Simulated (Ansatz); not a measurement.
# HfSi3: the cost of one run

All numbers below are computed with Ansatz 0.2.0 (DFT PBE, scalar-relativistic, plane waves, PAW).

## Step 1: The structure to begin with

The cell holds 20 atoms (Hf5Si15): a = 6.784 Å, b = 7.082 Å, c = 7.052 Å, α = 90.86°, β = 94.08°, γ = 91.20°.

15 Si, 5 Hf were thrown into a skewed cell at random, at 0.96 times a reference volume of the solid, and pushed apart as soft spheres.

As a file:

```xyz
20
Lattice="6.7793 -0.0739 -0.2467 -0.0739 7.0814 -0.0544 -0.2467 -0.0544 7.0473" Properties=species:S:1:pos:R:3 pbc="T T T"
Si   -0.2019    6.0944    5.3871
Si    4.3263    1.5556    6.4805
Si    6.0167    4.2062    3.2187
Si    2.9263    5.7687    3.0659
Si    3.2437    3.6436    3.9417
Si    5.2464    3.4082    5.6747
Si    2.7426    6.4484    6.2361
Si    6.0078    2.1362    1.4946
Si    1.6631    4.9304    4.8211
Si    0.4686    6.3903    3.2719
Si    1.6308    0.5894    4.7770
Si    2.3923    2.4370    5.7566
Si    0.4391    3.0780    4.9115
Si    6.4440    1.2731    5.8407
Si    4.2907    5.3025    4.9808
Hf    0.6517    4.4844    0.7515
Hf    5.1616    6.4881    1.0765
Hf    3.6690    3.7378    1.1154
Hf    4.4764    1.0779    3.6656
Hf    2.1132    1.0017    1.6144
```

## Step 2: Langevin stage at 2740 K

The cutoff is lowered while the worst contacts of the packing are taken out. One k point, a Fermi-Dirac width of 0.236 eV and a fixed cell.

File input.yaml:

```yaml
crystal:
  lattice:
    - [6.779293, -0.073853, -0.246712]
    - [-0.073853, 7.081363, -0.054389]
    - [-0.246712, -0.054389, 7.047265]
  atoms:
    - { symbol: Si, position: [0.0077271107, 0.8666358308, 0.771387438] }
    - { symbol: Si, position: [0.6751070126, 0.2339706204, 0.9450167997] }
    - { symbol: Si, position: [0.9120844115, 0.6072833988, 0.4933416191] }
    - { symbol: Si, position: [0.4572705168, 0.8229150115, 0.4574017956] }
    - { symbol: Si, position: [0.5053327611, 0.5242624656, 0.5810598468] }
    - { symbol: Si, position: [0.8097668378, 0.4961617617, 0.8374085624] }
    - { symbol: Si, position: [0.4476287038, 0.9222519813, 0.9076887714] }
    - { symbol: Si, position: [0.8985532375, 0.3129267698, 0.2459568846] }
    - { symbol: Si, position: [0.2784442159, 0.7045295714, 0.6992900408] }
    - { symbol: Si, position: [0.0962820097, 0.9070538484, 0.4746557251] }
    - { symbol: Si, position: [0.2665782113, 0.0912949635, 0.6878826602] }
    - { symbol: Si, position: [0.3870730247, 0.3545773824, 0.8331497033] }
    - { symbol: Si, position: [0.0951769204, 0.4410649164, 0.703671566] }
    - { symbol: Si, position: [0.9841540432, 0.1966914796, 0.8647543773] }
    - { symbol: Si, position: [0.6679926658, 0.7614185237, 0.736031716] }
    - { symbol: Hf, position: [0.1072535452, 0.6352706987, 0.11528968] }
    - { symbol: Hf, position: [0.7782789608, 0.925780157, 0.1871498657] }
    - { symbol: Hf, position: [0.5536475056, 0.535003364, 0.1817867974] }
    - { symbol: Hf, position: [0.681923224, 0.1635103423, 0.5452833508] }
    - { symbol: Hf, position: [0.3220996735, 0.1466691345, 0.2414912377] }
  symmetry: { detect: false }
basis:
  ecutwfc: 320
kpoints:
  mp_grid: { grid: [1, 1, 1], shift: [0.25, 0.25, 0.25] }
hamiltonian:
  xc: pbe
scf:
  occupations: { method: fermi_dirac, width: 0.2361 }
  lower_state_search: "off"
  convergence: { dr2_threshold: 1.0e-06 }
output:
  forces: true
  stress: true
md:
  timestep: 3.0
  n_steps: 24
  ensemble: nvt_langevin
  friction: 0.03
  temperature: 2740.0
  initial_velocities: maxwell_boltzmann
  seed: 25599
```

Run with:

```sh
ansatz run input.yaml --threads 2 --pin off --max-ram 5120MiB --backend cpu --events-out ev --progress --plain --runs-dir out
```

Q: Estimate wall time and peak memory on 2 threads of AMD EPYC 9R14 (Zen 4), shared host.

About 35 s, with a peak of 0.55 GiB.
